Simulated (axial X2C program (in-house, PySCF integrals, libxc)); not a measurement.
# SeTi: properties at the nuclei

Aim: properties at the nuclei of SeTi, with spin–orbit coupling in the Hamiltonian from the start.

Program: an in-house X2C program for linear molecules on PySCF integrals. Level of theory: two-component X2C with atomic mean-field terms, Se dyall-cv3z, Ti dyall-cv3z. These are calculated values, not measurements.

## 1. The job

Input file task.json:

```json
{
 "zs": [
  34,
  22
 ],
 "q": 0,
 "bas": [
  "dyall-cv3z",
  "dyall-cv3z"
 ],
 "r0": 2.24,
 "levels": [
  "PBE0",
  "HF",
  "TPSSh",
  "BP86",
  "LDA"
 ],
 "nst": 3
}
```

Keys: zs atomic numbers; q charge; bas basis sets; r0 starting distance in Å; levels methods (HF also brings MP2); nst determinants followed.

Launch:

```sh
$ python soeom.py task.json out
```

Further steps of the session: Expectation values, lowest determinant; Expectation values, a higher determinant; Expectation values, a higher determinant.

What does the calculation give? Wanted: lowest determinant; Eeff magnitude; Ws magnitude Se; A∥/gI Se; qzz Se; higher determinant (for each run or level that gives them).

**Answer**, as computed:

| quantity | value |
| --- | --- |
| lowest determinant | Ω = 1 (excess of +ω over −ω: ω = -1/2, ω = 3/2) |
| Eeff magnitude (GV/cm), PBE0 | 0.0428 |
| Ws magnitude Se (kHz), PBE0 | 0.124 |
| A∥/gI Se (MHz), PBE0 | -43.4 |
| qzz Se (a.u.), PBE0 | -0.38 |
| higher determinant | Ω = 3 (excess of +ω over −ω: ω = 1/2, ω = 5/2) |
| Eeff magnitude (GV/cm), PBE0, higher determinant | 0.0485 |
| Ws magnitude Se (kHz), PBE0, higher determinant | 0.0423 |
| A∥/gI Se (MHz), PBE0, higher determinant | 3.57 |
| qzz Se (a.u.), PBE0, higher determinant | -0.40 |
| higher determinant | Ω = 2 (excess of +ω over −ω: ω = 1/2, ω = 3/2) |
| Eeff magnitude (GV/cm), PBE0, higher determinant | 0.423 |
| Ws magnitude Se (kHz), PBE0, higher determinant | 0.0322 |
| A∥/gI Se (MHz), PBE0, higher determinant | -1.81 |
| qzz Se (a.u.), PBE0, higher determinant | -0.66 |

What this shows: In the first state, the effective field runs from 0.00821 to 0.205 GV/cm over the mean-field levels, so the levels don't agree on it. The expectation values come from single determinants, which for open shells can mix terms of unlike spin or miss the lowest Ω, so a determinant need not be a state. Eeff is the effective electric field on the electron dipole moment in this Ω state and Ws the scalar–pseudoscalar constant (defined with the proton number Z and per Ω); A∥ is the parallel hyperfine constant, which follows by multiplying with the nuclear g factor gI = μI/(I μN); qzz is the electric field gradient, eQq0 = 234.96 MHz × Q/barn × qzz; μ is positive if Ti is the positive end. The operators were transformed with the bare-nucleus X2C matrices. A second determinant lies within 0.1 eV of the first, so their order is not settled at this level.
